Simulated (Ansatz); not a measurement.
Li₅Mg, space group P-62m, the orbital character of the bands

Computed with the Ansatz DFT code, driven from Python.

Typed at the interpreter:
```pycon
>>> from pathlib import Path
>>> import warnings
>>> import ansatz
>>> from ase import Atoms
>>> import pandas as pd
>>> warnings.simplefilter("ignore", ansatz.DeckWarning)
>>> atoms = Atoms(
...     ["Li", "Li", "Li", "Li", "Li", "Mg"],
...     scaled_positions=[
...         (0.33225081, 0.0, 0.0),
...         (2 / 3, 1 / 3, 0.5),
...         (0.66774919, 0.66774919, 0.0),
...         (1 / 3, 2 / 3, 0.5),
...         (0.0, 0.33225081, 0.0),
...         (0.0, 0.0, 0.5),
...     ],
...     cell=[
...         (5.27412552, 0.0, 0.0),
...         (-2.63706276, 4.56752668, 0.0),
...         (0.0, 0.0, 5.05319898),
...     ],
...     pbc=True,
... )
>>> structure = ansatz.Crystal.from_ase(atoms)
>>> len(structure.resolved().sites)
6
>>> points = {"G": (0.0, 0.0, 0.0), "M": (0.5, 0.0, 0.0), "K": (0.33333, 0.33333, 0.0), "A": (0.0, 0.0, 0.5)}
>>> job = (
...     structure.calculation()
...     .mixing("msr1")
...     .kpoints(spacing=0.52)
...     .eigensolver("davidson", full_accuracy=True)
...     .occupations(ansatz.OccupationsMethod.FERMI_DIRAC, width=0.01)
...     .scf(tolerance=1e-07)
...     .functional("r2scan")
...     .band_structure(list(points.values()), intervals=1)
...     .fat_bands()
... )
>>> res = job.run()

>>> rep = res.report
>>> res.unlabelled_reasons
['no_forces']
>>> rep["published_state_doubts"]
[]
>>> rep["n_kpoints"], rep["n_symmetry_ops"], rep["n_pw"]
(6, 12, 3091)
>>> file = Path(res.write_results("results")) / "fatbands.tsv"
>>> names = file.read_text().splitlines()[0].lstrip("# ").split("\t")
>>> table = pd.read_csv(file, sep="\t", comment="#", names=names)
>>> near = table[table.e_minus_ef.abs() < 4]
>>> for ik, label in enumerate(points):
...     print(label)
...     for _, row in near[near.ik == ik].iterrows():
...         main = row[names[4:]].astype(float).nlargest(2)
...         print(f"   band {int(row.band):3d} {row.e_minus_ef:7.3f} eV  " + ", ".join(f"{k} {v:.2f}" for k, v in main.items()))
...
G
   band  10  -0.648 eV  li0_l0_1S 0.00, li0_l0_2S 0.00
   band  11   0.873 eV  li0_l0_2S 0.00, li4_l0_2S 0.00
   band  12   0.873 eV  li2_l0_2S 0.00, li4_l0_2S 0.00
   band  13   1.313 eV  mg5_l0_3S 0.59, li1_l0_2S 0.04
   band  14   1.748 eV  li4_l0_2S 0.27, li2_l0_2S 0.16
   band  15   1.748 eV  li0_l0_2S 0.25, li2_l0_2S 0.19
   band  16   2.074 eV  li1_l0_2S 0.21, li3_l0_2S 0.21
   band  17   2.284 eV  li1_l0_2S 0.28, li3_l0_2S 0.28
M
   band   9  -3.827 eV  mg5_l0_3S 0.43, li4_l0_2S 0.27
   band  10  -2.905 eV  li1_l0_2S 0.25, li3_l0_2S 0.25
   band  11  -0.634 eV  li0_l0_2S 0.11, li2_l0_2S 0.11
   band  12   0.430 eV  li4_l0_2S 0.18, li1_l0_2S 0.16
   band  13   1.105 eV  li0_l0_1S 0.00, li0_l0_2S 0.00
   band  14   1.354 eV  li0_l0_1S 0.00, li0_l0_2S 0.00
   band  15   2.513 eV  li4_l0_2S 0.20, mg5_l0_3S 0.19
   band  16   3.020 eV  li0_l0_2S 0.14, li2_l0_2S 0.14
K
   band   9  -3.556 eV  mg5_l0_3S 0.54, li0_l0_2S 0.14
   band  10  -2.427 eV  li2_l0_2S 0.30, li1_l0_2S 0.25
   band  11  -2.427 eV  li1_l0_2S 0.25, li3_l0_2S 0.25
   band  12   1.605 eV  mg5_l1_2P 0.00, li0_l0_1S 0.00
   band  13   1.985 eV  li0_l0_1S 0.00, li0_l0_2S 0.00
   band  14   1.985 eV  li0_l0_1S 0.00, li0_l0_2S 0.00
   band  15   2.284 eV  mg5_l0_3S 0.10, li2_l0_2S 0.04
   band  16   2.608 eV  li0_l0_2S 0.04, li4_l0_2S 0.04
   band  17   2.608 eV  li2_l0_2S 0.05, li1_l0_2S 0.02
A
   band  10  -3.174 eV  li0_l0_2S 0.32, li2_l0_2S 0.32
   band  11   1.656 eV  li0_l0_1S 0.00, li0_l0_2S 0.00
   band  12   1.656 eV  li0_l0_1S 0.00, li0_l0_2S 0.00
   band  13   1.881 eV  li0_l0_2S 0.00, li2_l0_2S 0.00
   band  14   2.254 eV  li0_l0_1S 0.00, li0_l0_2S 0.00
   band  15   2.263 eV  li0_l0_1S 0.00, li0_l0_2S 0.00
   band  16   2.263 eV  li0_l0_1S 0.00, li0_l0_2S 0.00
   band  17   2.594 eV  li2_l0_2S 0.00, li4_l0_2S 0.00
   band  18   2.594 eV  li0_l0_2S 0.00, li4_l0_2S 0.00
```

Caveats:
- The settings weren't tested for convergence.
- The computed bands are complete only to about 3.6 eV above the Fermi level.
- For a metal this k-point mesh is coarse: on a finer one energies can move by several to tens of meV an atom and pressures by half a GPa or more, differences at one mesh by less.
- The structure comes from a database of computed cells and needn't be a stable or known phase.
- Levels are Kohn-Sham eigenvalues on this mesh.
- Energies are less the Fermi level and bands count from 0. Only the largest channels are printed, equivalent atoms hold more, and in degenerate sets the split between sites is arbitrary; shells that the potentials lack have no channel.
- The whole script took 10 s on 1 thread of Arm Neoverse V1, on a shared host, peak memory 0.57 GiB.

(Lines on the test bed's own set-up are left out of the output.)
